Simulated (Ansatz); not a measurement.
# CH9BOSi2: the cost of one run

Program: Ansatz 0.2.0. Level of theory: UKS PBE0-D4/STO-3G. These are calculated values, not measurements.

## (1) The system as given

Bond lengths: B1–O2 1.418 Å, O2–C3 1.386 Å, C3–Si4 1.908 Å, C3–Si5 1.895 Å, B1–H6 1.184 Å, B1–H7 1.227 Å, C3–H8 1.146 Å, Si4–H9 1.511 Å, Si4–H10 1.401 Å, Si4–H11 1.470 Å, Si5–H12 1.487 Å, Si5–H13 1.433 Å, Si5–H14 1.435 Å. Angles (14 of 22 angles, heavy atoms first): B1–O2–C3 109.2°, O2–C3–Si4 114.3°, O2–C3–Si5 108.2°, Si4–C3–Si5 105.2°, O2–B1–H6 125.1°, O2–B1–H7 119.9°, O2–C3–H8 117.5°, Si4–C3–H8 106.7°, Si5–C3–H8 103.8°, C3–Si4–H9 104.7°, C3–Si4–H10 111.6°, C3–Si4–H11 106.2°, C3–Si5–H12 108.6°, C3–Si5–H13 108.4°.

Structure file:

```xyz
14

B    -2.1600    0.5294    0.7029
O    -1.2814   -0.4535    0.1803
C     0.0241    0.0023    0.2788
Si    0.6568    0.9170   -1.2719
Si    1.1630   -1.5007    0.4697
H    -2.5273    0.5857    1.8272
H    -2.6234    1.3913   -0.0376
H     0.2875    0.6606    1.1796
H    -0.2385    2.1284   -1.3950
H     1.9983    1.2985   -1.1353
H     0.3935    0.0257   -2.4110
H     0.8039   -2.2118    1.7258
H     2.5140   -1.0345    0.5737
H     0.9765   -2.3676   -0.6584
```

## (2) Preparing the start

input.yaml

```yaml
crystal:
  periodic: [false, false, false]
  atoms:
    - { symbol: B, position_ang: [-2.16, 0.5294, 0.7029] }
    - { symbol: O, position_ang: [-1.2814, -0.4535, 0.1803] }
    - { symbol: C, position_ang: [0.0241, 0.0023, 0.2788] }
    - { symbol: Si, position_ang: [0.6568, 0.917, -1.2719] }
    - { symbol: Si, position_ang: [1.163, -1.5007, 0.4697] }
    - { symbol: H, position_ang: [-2.5273, 0.5857, 1.8272] }
    - { symbol: H, position_ang: [-2.6234, 1.3913, -0.0376] }
    - { symbol: H, position_ang: [0.2875, 0.6606, 1.1796] }
    - { symbol: H, position_ang: [-0.2385, 2.1284, -1.395] }
    - { symbol: H, position_ang: [1.9983, 1.2985, -1.1353] }
    - { symbol: H, position_ang: [0.3935, 0.0257, -2.411] }
    - { symbol: H, position_ang: [0.8039, -2.2118, 1.7258] }
    - { symbol: H, position_ang: [2.514, -1.0345, 0.5737] }
    - { symbol: H, position_ang: [0.9765, -2.3676, -0.6584] }
magnetization:
  spin_polarized: true
basis:
  gaussian: { orbitals: STO-3G }
hamiltonian:
  xc: pbe0
  dispersion: d4
relax:
  f_tol: 0.02
  max_steps: 40
output:
  orbitals: {}
```

Run with:

```console
> ansatz run input.yaml --threads 1 --pin off --max-ram 2048MiB --backend cpu --events-out ev --progress --plain --runs-dir out
```

**Question.** How long does this run take on 1 thread of Intel Xeon 6975P-C (Granite Rapids), shared host, and how much memory does it need?

About 81 s, with a peak of 0.2 GiB.
